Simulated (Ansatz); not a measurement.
# YZr: the cost of one run

Method: DFT PBEsol, scalar-relativistic, plane waves, PAW, in Ansatz 0.2.0.

## (1) The structure to begin with

Symmetry: P-6m2, No. 187, hexagonal system. The conventional cell has a = 3.424 Å, b = 3.424 Å, c = 5.403 Å, α = 90.00°, β = 90.00°, γ = 120.00°. Around Y (site symmetry -6m2) lie 6 Zr at 3.35 Å and 6 Y at 3.42 Å. Zr (site symmetry -6m2) is surrounded by 6 Y at 3.35 Å and 6 Zr at 3.42 Å.

As a file:

```
Y Zr
1.0
     3.42358    0.00000    0.00000
    -1.71179    2.96491    0.00000
     0.00000    0.00000    5.40259
Y Zr
1 1
Direct
  0.66667 0.33333 0.50000
  0.33333 0.66667 0.00000
```

The structure comes from the Materials Project (structure only).

## (2) A distortion that keeps the symmetry

The change: strain xx, yy, zz, yz, xz, xy = +0.9, +0.9, +3.9, +0.0, +0.0, +0.0 %.

Contents of input.yaml:

```yaml
crystal:
  lattice:
    - [3.4541217436, 0.0, 0.0]
    - [-1.7270608719, 2.9913571778, 0.0]
    - [0.0, 0.0, 5.612855686]
  atoms:
    - { symbol: "Y", position: [0.66666667, 0.33333333, 0.5] }
    - { symbol: Zr, position: [0.33333333, 0.66666667, 0.0] }
basis:
  ecutwfc: 420
kpoints:
  mp_grid: { grid: [15, 15, 8] }
hamiltonian:
  xc: pbesol
scf:
  occupations: { method: gaussian, width: 0.1 }
output:
  forces: true
  stress: true
  eigenvalues: true
  populations: true
```

What time and memory should one allow on 1 thread of an x86-64 CPU, shared host?

About 8.4 s, with a peak of 0.5 GiB.
